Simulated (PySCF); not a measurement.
# [CuF3]-: the energy surface near the minimum

Aim: map the energy of doublet [CuF3]- about its PBE0 minimum, with rigid distortions.

Computed with PySCF 2.14.0. Level: PBE0, basis Cu def2-SVPD, F def2-SVPD, no relativity, density fitting.

### Step 1. Where the work starts

4 atoms, charge -1, spin multiplicity 2.

Bond lengths: Cu1–F2 1.828 Å, Cu1–F3 1.829 Å, Cu1–F4 1.829 Å. Angles: F2–Cu1–F3 110.5°, F2–Cu1–F4 110.5°, F3–Cu1–F4 139.0°.

```xyz
4
charge -1 multiplicity 2
Cu    0.0000    0.0000    0.0000
F     1.8282    0.0000   -0.0001
F    -0.6406    1.7130    0.0000
F    -0.6406   -1.7130    0.0000
```

### Step 2. Breathing scan

One driver script runs all scans and calls PySCF for each point, on a (75, 302) grid.

On the command line:

```
OMP_NUM_THREADS=2 python axn.py task.json out
```

A rigid scan with PBE0: all bonds to the central atom are scaled together. Each point starts from its neighbour's orbitals, and energies count from the minimum. Dipoles of the ion refer to the centre of mass.

```csv
scale of all bonds to the centre,energy (kJ/mol),dipole size (D),⟨S²⟩
0.88,192.5,0.99,0.75
0.92,73.9,1.05,0.75
0.96,16.1,1.10,0.75
1.00,0.0,1.15,0.75
1.04,12.5,1.19,0.75
1.08,44.1,1.21,0.75
1.14,113.3,1.20,0.75
1.22,223.3,1.08,0.76
1.35,396.2,0.70,0.77
```

The scan needed 26 s of wall time on 2 threads of Arm Neoverse V2, shared host.

### Step 3. Stretching one bond

A rigid scan with PBE0: the bond from Cu to the last atom (F) is scaled and the rest held.

| scale of one bond | energy (kJ/mol) | dipole size (D) | ⟨S²⟩ |
| --- | --- | --- | --- |
| 0.92 | 21.2 | 1.56 | 0.75 |
| 0.96 | 4.6 | 1.33 | 0.75 |
| 1.00 | 0.0 | 1.15 | 0.75 |
| 1.05 | 5.4 | 1.07 | 0.75 |
| 1.12 | 25.0 | 1.27 | 0.75 |
| 1.20 | 55.5 | 1.78 | 0.75 |
| 1.35 | 115.8 | 3.00 | 0.75 |
| 1.55 | 183.8 | 4.60 | 0.75 |
| 1.80 | 240.6 | 5.36 | 0.76 |
| 2.20 | 280.3 | 5.79 | 0.76 |

The scan took 38 s.

### Step 4. Outcome

| quantity | value |
| --- | --- |
| all bonds 4 % longer | 12.5 kJ/mol |
| one bond 20 % longer | 55.5 kJ/mol |

What this shows: Shortening all bonds by 4 % costs 16.1 kJ/mol and lengthening them 12.5: the wall is steeper on the short side. Other spin states or occupations of the open shell can lie lower.
